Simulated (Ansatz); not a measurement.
# ClH₂OSn radical (SMILES [O][SnH2][Cl]): one structure at several levels

The task here is to estimate one member of a computed series from the others.

Computed with Ansatz 0.2.0, Gaussian basis. Level: single points in def2-TZVPP.

Correlated methods freeze the cores. Filled d shells of the heavier atoms are correlated. Core potentials replace the inner electrons past krypton, and spin-orbit coupling is left out. Orbitals are unrestricted.

## Starting geometry

5 atoms, charge 0, spin multiplicity 2.

Atoms are counted from 1 here; the program's logs count them from 0.

Bond lengths: O1–Sn2 1.782 Å, Sn2–Cl3 2.320 Å, Sn2–H4 1.567 Å, Sn2–H5 1.696 Å. Angles: O1–Sn2–Cl3 105.2°, O1–Sn2–H4 117.2°, O1–Sn2–H5 114.5°, Cl3–Sn2–H4 105.0°, Cl3–Sn2–H5 106.8°, H4–Sn2–H5 107.2°.

Geometry (Å):

| atom | x (Å) | y (Å) | z (Å) |
| --- | --- | --- | --- |
| O1 | -0.3596 | -0.4055 | 1.7588 |
| Sn2 | 0.1603 | -0.1560 | 0.0726 |
| Cl3 | -1.4609 | 1.2098 | -0.8691 |
| H4 | 0.2145 | -1.4182 | -0.8550 |
| H5 | 1.6412 | 0.6546 | -0.0945 |

Set-up of the first run:

run/in.yaml reads:

```yaml
crystal:
  periodic: [false, false, false]
  atoms:
    - {symbol: O, position_ang: [-0.359600, -0.405500, 1.758800]}
    - {symbol: Sn, position_ang: [0.160300, -0.156000, 0.072600]}
    - {symbol: Cl, position_ang: [-1.460900, 1.209800, -0.869100]}
    - {symbol: H, position_ang: [0.214500, -1.418200, -0.855000]}
    - {symbol: H, position_ang: [1.641200, 0.654600, -0.094500]}
basis:
  gaussian: {orbitals: def2-TZVPP}
magnetization: {spin_polarized: true, initial_magnetization: 1}
correlation: {method: ccsd_t}
scf: {omitted_lower_state_checks: [cluster_reference]}
```

No record of the launch command was kept for these runs.

Steps of the session up to this table: CCSD(T)/def2-TZVPP; PBE0-D4/def2-TZVPP; wB97M-V/def2-TZVPP; r2SCAN-D4/def2-TZVPP; PBE-D4/def2-TZVPP; SPW92/def2-TZVPP; HSE06-D4/def2-TZVPP.

One table of the session follows, with a row left open; its other results are not shown here.

| method | RMS force component (eV/Å) | dipole (D) |
| --- | --- | --- |
| PBE0-D4 | 2.212 | 2.81 |
| wB97M-V | 2.313 | 2.78 |
| r2SCAN-D4 | 2.153 | 2.87 |
| PBE-D4 | 2.068 | 2.93 |
| SPW92 | 1.673 | 3.16 |
| HSE06-D4 | ? | ? |

**Question.** Estimate the row for HSE06-D4.

**Answer.** RMS force component (eV/Å): 2.205; dipole (D): 2.81. In the column «RMS force component (eV/Å)» it lies between r2SCAN-D4 (2.153) and PBE0-D4 (2.212).
